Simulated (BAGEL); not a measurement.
# One shape, several levels: CH5BFNO (SMILES COB(N)F)

Wanted: a comparison of 4 runs (B3LYP/6-31G*, B3LYP/cc-pVDZ, PBE0/cc-pVDZ, RI-MP2/cc-pVDZ) of CH5BFNO. 

The results are computed with BAGEL 1.2.2.

5 further runs of the same task are left out: 4 that didn't finish, 1 set aside as unsound or not needed.

### 1 The structure to begin with

CH5BFNO: 10 atoms, total charge 0, spin state singlet. As SMILES, `COB(N)F`. The shape is that of a PBE0-D4/def2-TZVP optimisation. This is one conformer, not always the lowest.

Bond lengths: C1–O2 1.405 Å, O2–B3 1.359 Å, B3–N4 1.405 Å, B3–F5 1.338 Å, C1–H6 1.096 Å, C1–H7 1.096 Å, C1–H8 1.090 Å, N4–H9 1.003 Å, N4–H10 1.004 Å. Some angles: C1–O2–B3 120.8°, O2–B3–N4 125.0°, O2–B3–F5 116.2°, N4–B3–F5 118.8°, O2–C1–H6 111.5°, O2–C1–H7 111.5°, O2–C1–H8 108.0°, B3–N4–H9 124.2°, B3–N4–H10 121.4°, H6–C1–H7 109.0°.

### 2 The energy at B3LYP/6-31G(d) (density fitting with cc-pvqz-jkfit, spherical functions) (run 1)

The input, input.json:

```json
{ "bagel" : [

{
  "title" : "molecule",
  "basis" : "6-31gs.json",
  "df_basis" : "cc-pvqz-jkfit",
  "angstrom" : true,
  "geometry" : [
    { "atom" : "C", "xyz" : [   -1.333500,    0.263000,   -0.477800 ] },
    { "atom" : "O", "xyz" : [   -0.091800,    0.111300,   -1.118500 ] },
    { "atom" : "B", "xyz" : [    1.035100,   -0.141800,   -0.402100 ] },
    { "atom" : "N", "xyz" : [    1.089100,   -0.275300,    0.995100 ] },
    { "atom" : "F", "xyz" : [    2.166400,   -0.269400,   -1.105200 ] },
    { "atom" : "H", "xyz" : [   -1.324800,    1.107400,    0.220800 ] },
    { "atom" : "H", "xyz" : [   -1.619300,   -0.645300,    0.064900 ] },
    { "atom" : "H", "xyz" : [   -2.085400,    0.457300,   -1.242600 ] },
    { "atom" : "H", "xyz" : [    0.293200,   -0.194900,    1.599400 ] },
    { "atom" : "H", "xyz" : [    1.953900,   -0.463200,    1.468800 ] }
  ]
},
{ "title" : "ks", "xc_func" : "b3lyp" },
{ "title" : "print", "file" : "orbitals.molden", "orbitals" : true }

]}
```

The basis set 6-31G* is read from a file made from the Basis Set Exchange's data (not shown).

Started as:

```sh
$ BAGEL_NUM_THREADS=1 BAGEL input.json > input.out
```

What it wrote:

```text
* using 1 threads per process

  ===============================================================
  ===============================================================

  *** Geometry ***

  { "atom" : "C", "xyz" : [     -2.519950,      0.496998,     -0.902911 ] },
  { "atom" : "O", "xyz" : [     -0.173477,      0.210327,     -2.113659 ] },
  { "atom" : "B", "xyz" : [      1.956056,     -0.267963,     -0.759859 ] },
[... 6 lines of this table left out ...]
  { "atom" : "H", "xyz" : [      3.692336,     -0.875321,      2.775630 ] },

  Number of auxiliary basis functions:      785

  Since a DF basis is specified, we compute 2- and 3-index integrals:
    o Being stored without compression. Storage requirement is 0.040 GB

  Number of basis functions:       80
  Number of electrons      :       40

    * METHOD: MOLECULE                             0.88

  *** Kohn-Sham DFT ***

    * Removing 19314 points whose weight is below 1.00e-10
    * Grid points: 129746

  === Nuclear Repulsion ===
   174.4582555225

       - DIIS with orbital gradients will be used.

  === KS iteration (b3lyp / 6-31gs.json) ===
      0       -258.12602300          0.14435787           0.66
      1       -204.80044446          0.17509613           0.56
      2       -224.15655609          0.25272119           0.51
[... 17 lines of this table left out ...]
     20       -295.92242158          0.00000000           0.45
    * SCF iteration converged.

    * Permanent dipole moment:
           (    0.647897,    -0.007021,    -1.145331) a.u.

    * METHOD: KS                                  11.72

    * METHOD: PRINT                                0.01

  ===============================================================
```

Wall time 13 s (1 thread of Intel Xeon 6975P-C (Granite Rapids), shared host); peak memory 0.5 GiB.

### 3 The energy at B3LYP/cc-pVDZ (density fitting with cc-pvqz-jkfit) (run 2)

The input, job.json:

```json
{ "bagel" : [

{
  "title" : "molecule",
  "basis" : "cc-pvdz.json",
  "df_basis" : "cc-pvqz-jkfit",
  "angstrom" : true,
  "geometry" : [
    { "atom" : "C", "xyz" : [      -1.333500,       0.263000,      -0.477800 ] },
    { "atom" : "O", "xyz" : [      -0.091800,       0.111300,      -1.118500 ] },
    { "atom" : "B", "xyz" : [       1.035100,      -0.141800,      -0.402100 ] },
    { "atom" : "N", "xyz" : [       1.089100,      -0.275300,       0.995100 ] },
    { "atom" : "F", "xyz" : [       2.166400,      -0.269400,      -1.105200 ] },
    { "atom" : "H", "xyz" : [      -1.324800,       1.107400,       0.220800 ] },
    { "atom" : "H", "xyz" : [      -1.619300,      -0.645300,       0.064900 ] },
    { "atom" : "H", "xyz" : [      -2.085400,       0.457300,      -1.242600 ] },
    { "atom" : "H", "xyz" : [       0.293200,      -0.194900,       1.599400 ] },
    { "atom" : "H", "xyz" : [       1.953900,      -0.463200,       1.468800 ] }
  ]
},

{
  "title" : "ks",
  "xc_func" : "b3lyp"
},

{
  "title" : "print",
  "file" : "orbitals.molden",
  "orbitals" : true
}

]}
```

The basis set cc-pVDZ is read from a file made from the Basis Set Exchange's data (not shown).

Started as:

```sh
$ BAGEL_NUM_THREADS=1 BAGEL job.json > job.out
```

What it wrote:

```text
* using 1 threads per process

  ===============================================================
  ===============================================================

  *** Geometry ***

  { "atom" : "C", "xyz" : [     -2.519950,      0.496998,     -0.902911 ] },
  { "atom" : "O", "xyz" : [     -0.173477,      0.210327,     -2.113659 ] },
  { "atom" : "B", "xyz" : [      1.956056,     -0.267963,     -0.759859 ] },
[... 6 lines of this table left out ...]
  { "atom" : "H", "xyz" : [      3.692336,     -0.875321,      2.775630 ] },

  Number of auxiliary basis functions:      785

  Since a DF basis is specified, we compute 2- and 3-index integrals:
    o Being stored without compression. Storage requirement is 0.057 GB

  Number of basis functions:       95
  Number of electrons      :       40

    * METHOD: MOLECULE                             0.58

  *** Kohn-Sham DFT ***

    * Removing 19314 points whose weight is below 1.00e-10
    * Grid points: 129746

  === Nuclear Repulsion ===
   174.4582555225

       - DIIS with orbital gradients will be used.

  === KS iteration (b3lyp / cc-pvdz.json) ===
      0       -258.59703895          0.11198353           0.65
      1       -199.50616135          0.18512643           0.61
      2       -244.18236265          0.17125290           0.62
[... 16 lines of this table left out ...]
     19       -295.94522224          0.00000000           0.56
    * SCF iteration converged.

    * Permanent dipole moment:
           (    0.661917,    -0.009055,    -1.148877) a.u.

    * METHOD: KS                                  12.92

    * METHOD: PRINT                                0.01

  ===============================================================
```

Wall time 14 s (1 thread of Intel Xeon 6975P-C (Granite Rapids), shared host); peak memory 0.57 GiB.

Run 3 isn't shown in full; the table further down has it.

### 4 A single-point energy at RI-MP2/cc-pVDZ (density fitting with cc-pvqz-jkfit) (run 4)

The input, input.json:

```json
{ "bagel" : [

{
  "title" : "molecule",
  "basis" : "cc-pvdz.json",
  "df_basis" : "cc-pvqz-jkfit",
  "angstrom" : true,
  "geometry" : [
    { "atom" : "C", "xyz" : [      -1.333500,       0.263000,      -0.477800 ] },
    { "atom" : "O", "xyz" : [      -0.091800,       0.111300,      -1.118500 ] },
    { "atom" : "B", "xyz" : [       1.035100,      -0.141800,      -0.402100 ] },
    { "atom" : "N", "xyz" : [       1.089100,      -0.275300,       0.995100 ] },
    { "atom" : "F", "xyz" : [       2.166400,      -0.269400,      -1.105200 ] },
    { "atom" : "H", "xyz" : [      -1.324800,       1.107400,       0.220800 ] },
    { "atom" : "H", "xyz" : [      -1.619300,      -0.645300,       0.064900 ] },
    { "atom" : "H", "xyz" : [      -2.085400,       0.457300,      -1.242600 ] },
    { "atom" : "H", "xyz" : [       0.293200,      -0.194900,       1.599400 ] },
    { "atom" : "H", "xyz" : [       1.953900,      -0.463200,       1.468800 ] }
  ]
},

{ "title" : "hf" },

{ "title" : "mp2", "ncore" : 5 }

]}
```

The basis set cc-pVDZ is read from a file made from the Basis Set Exchange's data (not shown).

Started as:

```sh
$ BAGEL_NUM_THREADS=1 BAGEL input.json > input.out
```

What it wrote:

```text
* using 1 threads per process

  ===============================================================
  ===============================================================

  *** Geometry ***

  { "atom" : "C", "xyz" : [     -2.519950,      0.496998,     -0.902911 ] },
  { "atom" : "O", "xyz" : [     -0.173477,      0.210327,     -2.113659 ] },
  { "atom" : "B", "xyz" : [      1.956056,     -0.267963,     -0.759859 ] },
[... 6 lines of this table left out ...]
  { "atom" : "H", "xyz" : [      3.692336,     -0.875321,      2.775630 ] },

[... 23 lines left out ...]
    * SCF iteration converged.
[... 1 line left out ...]
    * Permanent dipole moment:
[... 2 lines left out ...]
    * METHOD: HF                                   2.20

  *** RHF ***

  === Nuclear Repulsion ===
   174.4582555225

      * DIIS with orbital gradients will be used.

  === RHF iteration (cc-pvdz.json) ===
      0       -294.38546591          0.00000000           0.13
    * SCF iteration converged.

    * Permanent dipole moment:
           (    0.765856,    -0.018005,    -1.244875) a.u.

  === DF-MP2 calculation ===

    * freezing 5 orbitals
    * 3-index integral transformation done
    * assembly done

      MP2 correlation energy:   -0.7610888545      0.10

      MP2 total energy:       -295.1465547671

    * METHOD: MP2                                  0.39

  ===============================================================
```

Run time: 3.6 s. Hardware: 1 thread of Intel Xeon 6975P-C (Granite Rapids), shared host; peak memory 0.19 GiB.

### 5 The series

| run | level | frozen core orbitals | energy (Eh) | dipole moment (D) | HOMO energy (eV) | LUMO energy (eV) | wall time |
| --- | --- | --- | --- | --- | --- | --- | --- |
| 1 | B3LYP/6-31G* (density fitting with cc-pvqz-jkfit, spherical functions) | – | -295.922422 | 3.34 | -7.26 | 1.98 | 13 s |
| 2 | B3LYP/cc-pVDZ (density fitting with cc-pvqz-jkfit) | – | -295.945222 | 3.37 | -7.36 | 1.22 | 14 s |
| 3 | PBE0/cc-pVDZ (density fitting with cc-pvqz-jkfit) | – | -295.620691 | 3.42 | -7.67 | 1.60 | 14 s |
| 4 | RI-MP2/cc-pVDZ (density fitting with cc-pvqz-jkfit) | 5 | -295.146555 | – | – | – | 3.6 s |

### 6 Summary of results

| quantity | value |
| --- | --- |
| run 4: total energy | -295.14655 Eh |
| run 4: correlation energy (5 core orbitals frozen) | -761.1 mEh |

Over runs 1, 2, 3 the dipole moment (its size) runs from 3.34 D (B3LYP/6-31G*) to 3.42 D (PBE0/cc-pVDZ). The two ends differ in method and basis. Over runs 1, 2, 3 the HOMO–LUMO gap runs from 8.58 eV (B3LYP/cc-pVDZ) to 9.27 eV (PBE0/cc-pVDZ). Totals of different functionals can't be ranked against each other. All runs together took 45 s, the longest 14 s.
